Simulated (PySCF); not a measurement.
# 3-formyl-1-fluorobenzene: NMR shifts and electronic excitations in gas and solvents, part 2 of 2

PySCF 2.14.0. Atoms count from 0. Earlier steps stand in the parts before.

### 8 Ultraviolet spectrum: wB97X-D/def2-SVPD in chloroform

The job: settings as JSON, then the geometry in Å.

```
{"job": {"kind": "uv", "xc": "wB97X-D", "basis": "def2-SVPD", "solvent": "chloroform", "nstates": 6, "ntriplets": 0}, "charge": 0, "multiplicity": 1}
O      3.064466    -0.463859     0.194559
C      2.226897     0.309757    -0.192408
C      0.767662     0.104466    -0.037935
C      0.288483    -1.048437     0.595289
C     -1.081407    -1.236352     0.736147
C     -1.978721    -0.283381     0.250616
C     -1.483690     0.855555    -0.374787
F     -2.339741     1.762600    -0.835982
C     -0.120120     1.066177    -0.527455
H      2.511153     1.262713    -0.709015
H      1.012917    -1.776698     0.965170
H     -1.465535    -2.132419     1.228630
H     -3.058875    -0.407665     0.348948
H      0.237736     1.971816    -1.023809
```

With the program's defaults for keys left out, this is: TDDFT wB97X-D/def2-SVPD, vertical, IEF-PCM chloroform (non-equilibrium linear response), core orbitals frozen in the response.

The program printed:

```text
coarse grid: 12880 points
cycle   1  E = -444.1311841345  dE =  1.896e+00  |g| = 8.631e-01  |ddm| = 9.248e+00
cycle   2  E = -444.0044607116  dE =  1.267e-01  |g| = 1.249e+00  |ddm| = 3.822e+00
cycle   3  E = -444.2870215401  dE = -2.826e-01  |g| = 8.406e-02  |ddm| = 2.390e+00
cycle   4  E = -444.2882042577  dE = -1.183e-03  |g| = 5.381e-02  |ddm| = 3.234e-01
cycle   5  E = -444.2888037671  dE = -5.995e-04  |g| = 1.019e-02  |ddm| = 1.503e-01
cycle   6  E = -444.2888319280  dE = -2.816e-05  |g| = 4.245e-03  |ddm| = 5.515e-02
cycle   7  E = -444.2888376758  dE = -5.748e-06  |g| = 1.219e-03  |ddm| = 1.830e-02
final grid: 128128 points
cycle   8  E = -444.3602478275  dE = -1.041e-04  |g| = 6.696e-03  |ddm| = 3.075e-01
cycle   9  E = -444.3602489261  dE = -1.099e-06  |g| = 7.431e-03  |ddm| = 4.742e-02
cycle  10  E = -444.3602576000  dE = -8.674e-06  |g| = 5.477e-04  |ddm| = 8.948e-03
cycle  11  E = -444.3602577506  dE = -1.506e-07  |g| = 4.227e-04  |ddm| = 5.651e-03
cycle  12  E = -444.3602578005  dE = -4.988e-08  |g| = 1.372e-04  |ddm| = 1.422e-03
cycle  13  E = -444.3602578078  dE = -7.308e-09  |g| = 5.894e-05  |ddm| = 6.333e-04
cycle  14  E = -444.3602578094  dE = -1.583e-09  |g| = 1.606e-05  |ddm| = 2.338e-04
cycle  15  E = -444.3602578095  dE = -1.789e-10  |g| = 5.891e-06  |ddm| = 1.062e-04
converged SCF energy = -444.3602578095

Static polarisability (au): isotropic 106.867, principal 59.830 117.146 143.627

Singlet excitations
state   eV       nm        f      main configurations
  1   3.9726    312.1   0.00026   H-2->L 0.90, H-2->L+3 0.09
  2   4.7658    260.2   0.06391   H->L 0.81
  3   5.3188    233.1   0.30623   H-1->L 0.76, H->L 0.12, H->L+1 0.09
  4   6.4202    193.1   0.48317   H->L+1 0.75, H-1->L 0.14
  5   6.6982    185.1   0.36700   H-1->L+1 0.81
  6   6.8989    179.7   0.00105   H-2->L+1 0.90
```

It took 1.7 min on 1 thread, shared host.

This run: HOMO -9.33 eV, LUMO -0.38 eV; lowest singlet 3.97 eV.

### 9 Ultraviolet spectrum: wB97X-D/def2-SVPD in cyclohexane

The job, as its differences from that of step 8:

```diff
@@ -1,2 +1,2 @@
-{"job": {"kind": "uv", "xc": "wB97X-D", "basis": "def2-SVPD", "solvent": "chloroform", "nstates": 6, "ntriplets": 0}, "charge": 0, "multiplicity": 1}
+{"job": {"kind": "uv", "xc": "wB97X-D", "basis": "def2-SVPD", "solvent": "cyclohexane", "nstates": 6, "ntriplets": 0}, "charge": 0, "multiplicity": 1}
 O      3.064466    -0.463859     0.194559
```

With the program's defaults for keys left out, this is: TDDFT wB97X-D/def2-SVPD, vertical, IEF-PCM cyclohexane (non-equilibrium linear response), core orbitals frozen in the response.

The program printed:

```text
coarse grid: 12880 points
cycle   1  E = -444.1229256282  dE =  1.904e+00  |g| = 8.732e-01  |ddm| = 9.227e+00
cycle   2  E = -443.9734042121  dE =  1.495e-01  |g| = 1.303e+00  |ddm| = 3.979e+00
cycle   3  E = -444.2836609281  dE = -3.103e-01  |g| = 8.975e-02  |ddm| = 2.577e+00
cycle   4  E = -444.2849753256  dE = -1.314e-03  |g| = 5.715e-02  |ddm| = 3.244e-01
cycle   5  E = -444.2856449017  dE = -6.696e-04  |g| = 1.081e-02  |ddm| = 1.501e-01
cycle   6  E = -444.2856762735  dE = -3.137e-05  |g| = 4.434e-03  |ddm| = 5.517e-02
cycle   7  E = -444.2856826365  dE = -6.363e-06  |g| = 1.265e-03  |ddm| = 1.860e-02
final grid: 128128 points
cycle   8  E = -444.3571305203  dE = -1.037e-04  |g| = 6.692e-03  |ddm| = 3.033e-01
cycle   9  E = -444.3571313189  dE = -7.985e-07  |g| = 7.504e-03  |ddm| = 4.542e-02
cycle  10  E = -444.3571401968  dE = -8.878e-06  |g| = 5.374e-04  |ddm| = 9.066e-03
cycle  11  E = -444.3571403247  dE = -1.279e-07  |g| = 4.347e-04  |ddm| = 5.150e-03
cycle  12  E = -444.3571403737  dE = -4.900e-08  |g| = 1.376e-04  |ddm| = 1.327e-03
cycle  13  E = -444.3571403801  dE = -6.467e-09  |g| = 5.534e-05  |ddm| = 6.029e-04
cycle  14  E = -444.3571403815  dE = -1.409e-09  |g| = 1.508e-05  |ddm| = 2.341e-04
cycle  15  E = -444.3571403817  dE = -1.473e-10  |g| = 5.764e-06  |ddm| = 1.012e-04
converged SCF energy = -444.3571403817

Static polarisability (au): isotropic 95.954, principal 53.866 104.693 129.302

Singlet excitations
state   eV       nm        f      main configurations
  1   3.9263    315.8   0.00025   H-1->L 0.90, H-1->L+3 0.09
  2   4.7822    259.3   0.06501   H->L 0.80, H-2->L 0.08
  3   5.3420    232.1   0.29273   H-2->L 0.74, H->L 0.13, H->L+1 0.10
  4   6.4176    193.2   0.49078   H->L+1 0.75, H-2->L 0.15
  5   6.6999    185.1   0.37078   H-2->L+1 0.82
  6   6.8218    181.7   0.00095   H-1->L+1 0.92
```

Run time: 1.8 min. Hardware: 1 thread, shared host.

In short: HOMO -9.38 eV, LUMO -0.41 eV; lowest singlet 3.93 eV.

### 10 Comparing the runs: NMR shifts

Shifts (ppm) of some atoms, chosen among heavy atoms and hydrogens apart, with basis size and wall time (the measured row can stand on another reference than the computed rows):

| run | C1 | C3 | C8 | H9 | H11 | O0 | F7 | functions | time |
| --- | --- | --- | --- | --- | --- | --- | --- | --- | --- |
| PBE0/pcSseg-1 in chloroform | 197.8 | 128.6 | 126.9 | 9.86 | 7.86 | 639.3 | -112.5 | 178 | 63 s |
| PBE0/pcSseg-1 in cyclohexane | 195.7 | 128.3 | 125.9 | 9.85 | 7.76 | 653.8 | -111.7 | 178 | 51 s |
| WP04/pcSseg-1 in chloroform | 195.7 | 130.6 | 127.6 | 9.49 | 7.54 | 594.1 | -116.1 | 178 | 50 s |
| wB97X-D/pcSseg-1 in chloroform | 199.6 | 129.9 | 128.1 | 9.84 | 7.86 | 632.9 | -111.4 | 178 | 56 s |
| measured | – | – | – | – | – | – | -111.9 | – | – |

Measured: G. Saielli, R. Bini, A. Bagno, Computational 19F NMR. 2. Organic compounds, RSC Adv. 2014, ESI (exp. from Berger-Braun-Kalinowski 1994 and Everett 1995).

### 11 Side by side: electronic excitations

Excitations and ground-state properties, with basis size and wall time:

| run | lowest singlet (eV) | brightest (eV) | f | gap (eV) | α (Å³) | μ (D) | functions | time |
| --- | --- | --- | --- | --- | --- | --- | --- | --- |
| wB97X-D/def2-SVPD | 3.87 | 6.54 | 0.399 | 8.99 | 12.49 | 2.10 | 226 | 1.9 min |
| wB97X-D/def2-SVPD in chloroform | 3.97 | 6.42 | 0.483 | 8.95 | 15.84 | 2.61 | 226 | 1.7 min |
| wB97X-D/def2-SVPD in cyclohexane | 3.93 | 6.42 | 0.491 | 8.96 | 14.22 | 2.38 | 226 | 1.8 min |

The continuum's effect on the ground state:

| solvent | ε | polarisation energy (Eh) | μ (D) |
| --- | --- | --- | --- |
| cyclohexane | 2.02 | -0.0041 | 2.38 |
| chloroform | 4.71 | -0.0079 | 2.61 |

### 12 Results

What follows sums up all 2 parts.

| quantity | value |
| --- | --- |
| point group | Cs |
| rotational constants (main isotopes) | 3.68, 1.12, 0.86 GHz |
| 13C shifts against TMS (PBE0/pcSseg-1, chloroform) | 197.8, 171.3, 142.5, 137.5, 129.2, 128.6, 126.9 ppm |
| 1H shifts against TMS (PBE0/pcSseg-1, chloroform) | 9.86, 8.20, 7.86, 7.66, 7.65 ppm |
| 17O shifts against H2O (PBE0/pcSseg-1, chloroform) | 639.3 ppm |
| 19F shifts against CFCl3 (PBE0/pcSseg-1, chloroform) | -112.5 ppm |
| measured, and computed on the same scale | F7 δ -111.9, -112.5 ppm |
| lowest singlet (wB97X-D/def2-SVPD) | 3.87 eV (320 nm), f = 0.000 |
| brightest single state of those computed | state 4, 6.54 eV, f = 0.399 |
| range of the shift of O0 (PBE0/pcSseg-1 runs) | 639.3 to 653.8 ppm |
| range of the lowest singlet | 3.87 to 3.97 eV |

Relaxing lowered the energy by 0.034 eV in 9 steps; the close pair that moved most is C6–F7, from 1.347 to 1.330 Å. No frequency check was run at this level, so the end point may be a saddle. The most deshielded carbon is C1 (aldehyde carbonyl carbon), at 197.8 ppm: the double bond to the heteroatom, with no lone-pair donor beside it, deshields it most. H9 (hydrogen on an aldehyde carbonyl carbon) lies farthest downfield among hydrogen, at 9.86 ppm; deshielded by the polar, anisotropic C=O bond. At PBE0/pcSseg-1: Shielding is most anisotropic at O0 (span 1263 ppm, paramagnetic term -698 ppm). The one measured 19F shift is missed by -0.6 ppm (computed less measured, unscaled). Vibration and temperature are missing from the calculation, and it holds one conformer, so part of the miss against the measured shifts is not the functional's. NICS(1)zz of -27 ppm above the planar ring from C2 marks a diatropic (aromatic) ring current. The lowest singlet, at 3.87 eV, is HOMO−1→LUMO 0.89, HOMO−1→LUMO+3 0.09 and is dark; of the 6 states computed, the strongest absorption comes from state 4 at 6.54 eV (the last state computed is bright too, and its partners may lie past the list). At one level, PBE0/pcSseg-1: Across the 2 runs the shift of O0 moves most, between 639.3 (PBE0/pcSseg-1 in chloroform) and 653.8 ppm (PBE0/pcSseg-1 in cyclohexane). The lowest singlet runs from 3.87 eV (wB97X-D/def2-SVPD) to 3.97 eV (wB97X-D/def2-SVPD in chloroform), while the orbital gap spans 8.95 to 8.99 eV. The lowest state need not be the same one in every run. The continuum holds electrostatics alone: no hydrogen bonds to the solvent, and the gas-phase geometry is kept.
